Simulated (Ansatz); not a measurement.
CHFNSn, SMILES N#[C][SnH][F], an atomisation energy

With Ansatz's Python interface.

Typed at the interpreter:
```pycon
>>> from collections import Counter
>>> import ansatz as az
>>> def energy_of(molecule, charge=0, unpaired=0):
...     calc = (
...         molecule.calculation()
...         .basis(gaussian='def2-SVP')
...         .functional('r2scan0')
...     )
...     if charge:
...         calc = calc.charge(charge)
...     if unpaired:
...         calc = calc.spin('collinear', total=unpaired)
...     return calc.run().report['free_energy_ev']
...
>>> geometry_ang = [
...     ('N', [1.4058, -1.3936, 1.5411]),
...     ('C', [0.8194, -0.761, 0.6889]),
...     ('Sn', [-0.1763, 0.3118, -0.8428]),
...     ('F', [-1.9245, -0.2459, -0.9417]),
...     ('H', [-0.0746, 2.0151, -0.487]),
... ]
>>> mol = az.Crystal.molecule()
>>> for symbol, xyz in geometry_ang:
...     mol = mol.atom(symbol, xyz)
...
>>> # unpaired electrons of the ground-state atoms
>>> unpaired = {'N': 3, 'C': 2, 'Sn': 2, 'F': 1, 'H': 1}
>>> counts = Counter(site.symbol for site in mol.cartesian_sites)
>>> atom_energy = {s: energy_of(az.Crystal.molecule().atom(s, (0, 0, 0)), 0, unpaired[s]) for s in counts}

>>> whole = energy_of(mol, 0, 1)
>>> for s, e in atom_energy.items():
...     print(f'{s:2s} x{counts[s]}  {e:14.5f} eV')
...
N  x1     -1483.45547 eV
C  x1     -1028.27257 eV
Sn x1     -5831.43271 eV
F  x1     -2710.06882 eV
H  x1       -13.58464 eV
>>> print(f'CHFNSn: {whole:.5f} eV')
CHFNSn: -11083.71894 eV
>>> split = sum(counts[s] * e for s, e in atom_energy.items()) - whole
>>> print(f'atomisation energy (no zero-point term): {23.060548 * split:.1f} kcal/mol, {split / sum(counts.values()):.3f} eV an atom')
atomisation energy (no zero-point term): 389.8 kcal/mol, 3.381 eV an atom
```

389.8 kcal/mol from the electronic energies, without the zero-point term.

Notes:
- Total energies depend on the basis set; only differences at equal settings carry meaning.
- The geometry is a force-field or estimated start, not a minimum of this method, and the basis set is short of its limit. All parts are taken at fixed geometry, without zero-point energy.
- def2 sets replace the cores of elements past krypton by effective core potentials.
- The species is open-shell (spin multiplicity 2).
- The spin-orbit lowering of heavy atoms is left out.
- Wall time of the script: 10 s on 1 thread of Arm Neoverse V2, on a shared host, peak memory 0.28 GiB.

(Lines on the test bed's own set-up are left out of the output.)
